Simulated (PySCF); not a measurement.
# MoO2F2 (SMILES [O]=[Mo](=[O])([F])[F]): PBE/def2-SVP (core potential)

What is the vertical singlet–triplet gap of MoO2F2 at PBE/def2-SVP (core potential)? Input form: a Python script.

The results are computed with PySCF 2.14.0.

## (1) Starting point

MoO2F2: 5 atoms, total charge 0, spin state singlet. As SMILES, `[O]=[Mo](=[O])([F])[F]`. The shape is that of a PBE0-D4/def2-TZVP optimisation.

Bond lengths: O1–Mo2 1.663 Å, Mo2–O3 1.663 Å, Mo2–F4 1.836 Å, Mo2–F5 1.836 Å. Angles: O1–Mo2–O3 106.6°, O1–Mo2–F4 109.7°, O1–Mo2–F5 109.7°, O3–Mo2–F4 109.7°, O3–Mo2–F5 109.7°, F4–Mo2–F5 111.4°.

## (2) The energy at PBE/def2-SVP (core potential)

The input, input.py:

```python
from pyscf import gto, dft

system = gto.M(
    atom='''
O      1.181079    -1.964559     2.195295
Mo     0.010016    -0.029858     0.014173
O     -2.228365     1.663715     1.426176
F     -1.380067    -1.883301    -2.567571
F      2.511257     2.074730    -1.146497
''',
    ecp={'Mo': 'def2-svp'},
    basis='def2-svp',
    max_memory=1860,
    verbose=4,
    spin=0,
    unit='bohr',
)

ks = dft.RKS(system)
ks.xc = 'pbe'
ks.conv_tol = 1e-10
ks.grids.level = 4
ks.kernel()
if not ks.converged:
    ks = ks.newton().run(ks.mo_coeff, ks.mo_occ)

e_final = ks.e_tot
print('Final energy', e_final)
```

On the command line:

```console
$ OMP_NUM_THREADS=1 python input.py
```

The log of the run:

```text
PySCF version 2.14.0

[INPUT] num. atoms = 5
[INPUT] num. electrons = 48
[INPUT] charge = 0
[INPUT] spin (= nelec alpha-beta = 2S) = 0
[INPUT] symmetry False subgroup None
[INPUT] Mole.unit = bohr
[INPUT] Symbol           X                Y                Z      unit          X                Y                Z       unit  Magmom
[INPUT]  1 O      0.625000091096  -1.039599852308   1.161700085247 AA    1.181079000000  -1.964559000000   2.195295000000 Bohr   0.0
[INPUT]  2 Mo     0.005300238945  -0.015800173164   0.007500028610 AA    0.010016000000  -0.029858000000   0.014173000000 Bohr   0.0
[INPUT]  3 O     -1.179199975612   0.880400063466   0.754699837961 AA   -2.228365000000   1.663715000000   1.426176000000 Bohr   0.0
[INPUT]  4 F     -0.730300005943  -0.996599970503  -1.358700060619 AA   -1.380067000000  -1.883301000000  -2.567571000000 Bohr   0.0
[INPUT]  5 F      1.328899975163   1.097899834812  -0.606700084788 AA    2.511257000000   2.074730000000  -1.146497000000 Bohr   0.0

nuclear repulsion = 224.030303729562
number of shells = 35
number of NR pGTOs = 153
number of NR cGTOs = 87
basis = def2-svp
ecp = {'Mo': 'def2-svp'}

******** <class 'pyscf.dft.rks.RKS'> ********
method = RKS
initial guess = minao
damping factor = 0
level_shift factor = 0
DIIS = <class 'pyscf.scf.diis.CDIIS'>
diis_start_cycle = 1
diis_space = 8
diis_damp = 0
SCF conv_tol = 1e-10
SCF conv_tol_grad = None
SCF max_cycles = 50
direct_scf = True
direct_scf_tol = 1e-13
XC library pyscf.dft.libxc version 7.0.0
    S. Lehtola, C. Steigemann, M. J.T. Oliveira, and M. A.L. Marques.,  SoftwareX 7, 1–5 (2018)
XC functionals = pbe
    J. P. Perdew, K. Burke, and M. Ernzerhof.,  Phys. Rev. Lett. 77, 3865 (1996)
    J. P. Perdew, K. Burke, and M. Ernzerhof.,  Phys. Rev. Lett. 78, 1396 (1997)
    J. P. Perdew, K. Burke, and M. Ernzerhof.,  Phys. Rev. Lett. 77, 3865 (1996)
    J. P. Perdew, K. Burke, and M. Ernzerhof.,  Phys. Rev. Lett. 78, 1396 (1997)
radial grids:
    Treutler-Ahlrichs [JCP 102, 346 (1995); DOI:10.1063/1.469408] (M4) radial grids

becke partition: Becke, JCP 88, 2547 (1988); DOI:10.1063/1.454033
pruning grids: <function nwchem_prune>
grids dens level: 4
symmetrized grids: False
atomic radii adjust function: <function treutler_atomic_radii_adjust>
small_rho_cutoff = 0
Set gradient conv threshold to 1e-05
Initial guess from minao.
tot grids = 146552
init E= -410.566378373858
  HOMO = -0.622653114627272  LUMO = -0.358581699865584  gap/eV = 7.18575
cycle= 1 E= -417.327170427303  delta_E= -6.76  |g|= 1.83  |ddm|= 3.29
  HOMO = -0.0927042892117569  LUMO = -0.0862617789053841  gap/eV = 0.17531
cycle= 2 E= -403.843930550763  delta_E= 13.5  |g|= 6.38  |ddm|=  6.7
  HOMO = -0.216956697326605  LUMO = -0.0823927632036802  gap/eV = 3.66167
cycle= 3 E= -416.807564209029  delta_E=  -13  |g|= 2.48  |ddm|= 6.47
  HOMO = -0.274488952252877  LUMO = -0.0920309891991623  gap/eV = 4.96493
cycle= 4 E= -417.897226145154  delta_E= -1.09  |g|= 0.583  |ddm|= 1.81
  HOMO = -0.346473682705678  LUMO = -0.179876082755798  gap/eV = 4.53335
cycle= 5 E= -417.954898728569  delta_E= -0.0577  |g|= 0.287  |ddm|= 0.676
  HOMO = -0.30554175828021  LUMO = -0.139361069374256  gap/eV = 4.52201
cycle= 6 E= -417.970749102766  delta_E= -0.0159  |g|= 0.0874  |ddm|= 0.25
  HOMO = -0.306904341496637  LUMO = -0.142200959390257  gap/eV = 4.48181
cycle= 7 E= -417.971722131702  delta_E= -0.000973  |g|= 0.0512  |ddm|= 0.0274
  HOMO = -0.305877896388374  LUMO = -0.142374180500993  gap/eV = 4.44916
cycle= 8 E= -417.972056085451  delta_E= -0.000334  |g|= 0.0301  |ddm|= 0.0196
  HOMO = -0.30544618760344  LUMO = -0.142628228488581  gap/eV = 4.43050
cycle= 9 E= -417.97212592862  delta_E= -6.98e-05  |g|= 0.0232  |ddm|= 0.0211
  HOMO = -0.305020107312853  LUMO = -0.143052962949224  gap/eV = 4.40735
cycle= 10 E= -417.972231115335  delta_E= -0.000105  |g|= 0.00298  |ddm|= 0.0149
  HOMO = -0.305168043352509  LUMO = -0.143086807967552  gap/eV = 4.41046
cycle= 11 E= -417.972232981174  delta_E= -1.87e-06  |g|= 0.00065  |ddm|= 0.00225
  HOMO = -0.305181703687527  LUMO = -0.143075820581662  gap/eV = 4.41113
cycle= 12 E= -417.972232933189  delta_E= 4.8e-08  |g|= 0.000814  |ddm|= 0.000913
  HOMO = -0.305179270982411  LUMO = -0.143099041276029  gap/eV = 4.41043
cycle= 13 E= -417.972233060404  delta_E= -1.27e-07  |g|= 2.68e-05  |ddm|= 0.000547
  HOMO = -0.305177220018479  LUMO = -0.143097936920788  gap/eV = 4.41040
cycle= 14 E= -417.972233060543  delta_E= -1.38e-10  |g|= 8.71e-06  |ddm|= 2.69e-05
  HOMO = -0.305177568678097  LUMO = -0.143097790607449  gap/eV = 4.41042
cycle= 15 E= -417.97223306056  delta_E= -1.75e-11  |g|= 1.3e-07  |ddm|= 7.17e-06
  HOMO = -0.305177567449128  LUMO = -0.143097796194896  gap/eV = 4.41042
Extra cycle  E= -417.972233060561  delta_E= -1.02e-12  |g|= 2.31e-07  |ddm|= 2.38e-07
converged SCF energy = -417.972233060561
Final energy -417.97223306056105
```

Wall time 14 s (1 thread of Arm Neoverse V1, shared host); peak memory 0.43 GiB.

## (3) The triplet

The input, calc.py:

```python
from pyscf import gto, dft

system = gto.Mole()
system.atom = '''
O    0.625000  -1.039600   1.161700
Mo   0.005300  -0.015800   0.007500
O   -1.179200   0.880400   0.754700
F   -0.730300  -0.996600  -1.358700
F    1.328900   1.097900  -0.606700
'''
system.max_memory = 1860
system.spin = 2
system.basis = 'def2-svp'
system.verbose = 3
system.ecp = {'Mo': 'def2-svp'}
system.build()

mf = dft.UKS(system)
mf.xc = 'pbe'
mf.grids.level = 4
mf.conv_tol = 1e-10
mf.kernel()
if not mf.converged:
    mf = mf.newton().run(mf.mo_coeff, mf.mo_occ)

energy = mf.e_tot
print('E(%s) = %.9f' % ('PBE', energy))
```

On the command line:

```console
$ OMP_NUM_THREADS=1 python calc.py
```

The log of the run:

```text
WARN: HOMO -0.358581700677358 >= LUMO -0.62265311232486

WARN: HOMO -0.130538223022236 >= LUMO -0.180568810578446

WARN: HOMO -0.0592134296991703 >= LUMO -0.275631056386674

WARN: HOMO -0.143152946101092 >= LUMO -0.293635890450652

WARN: HOMO -0.14632455242154 >= LUMO -0.319981602173115

WARN: HOMO -0.134983110700322 >= LUMO -0.305091358977485

WARN: HOMO -0.134266670373352 >= LUMO -0.305099694837249

WARN: HOMO -0.133959898172479 >= LUMO -0.305148219470386

WARN: HOMO -0.133927862256827 >= LUMO -0.305045866503409

WARN: HOMO -0.133947073417317 >= LUMO -0.304985793681659

WARN: HOMO -0.133944041241949 >= LUMO -0.304977021280848

WARN: HOMO -0.13393685543883 >= LUMO -0.304973489344349

WARN: HOMO -0.133940055988932 >= LUMO -0.304973983476682

WARN: HOMO -0.133938471718019 >= LUMO -0.304972306529166

WARN: HOMO -0.13393862663322 >= LUMO -0.304972277563333

converged SCF energy = -417.80624333761  <S^2> = 2.0061647  2S+1 = 3.004107
E(PBE) = -417.806243338
```

It took 29 s on 1 thread of Arm Neoverse V1, shared host; peak memory 0.44 GiB.

## (4) Results

Level: PBE/def2-SVP (core potential).

```
                                        quantity          value
                           singlet: total energy  -417.97223 Eh
                          singlet: dipole moment         1.02 D
                            singlet: HOMO energy       -8.30 eV
                            singlet: LUMO energy       -3.89 eV
                          singlet: HOMO–LUMO gap        4.41 eV
                           triplet: total energy  -417.80624 Eh
                          triplet: dipole moment         0.44 D
     triplet: HOMO energy (highest over α and β)       -3.64 eV
                                   triplet: ⟨S²⟩          2.006
vertical energy of the triplet above the singlet       4.517 eV
```

What this shows: At this shape the triplet lies 4.52 eV (436 kJ/mol) above the singlet. Mulliken charges (triplet) run from -0.30 on F4 to +1.03 on Mo2; they depend strongly on the basis.
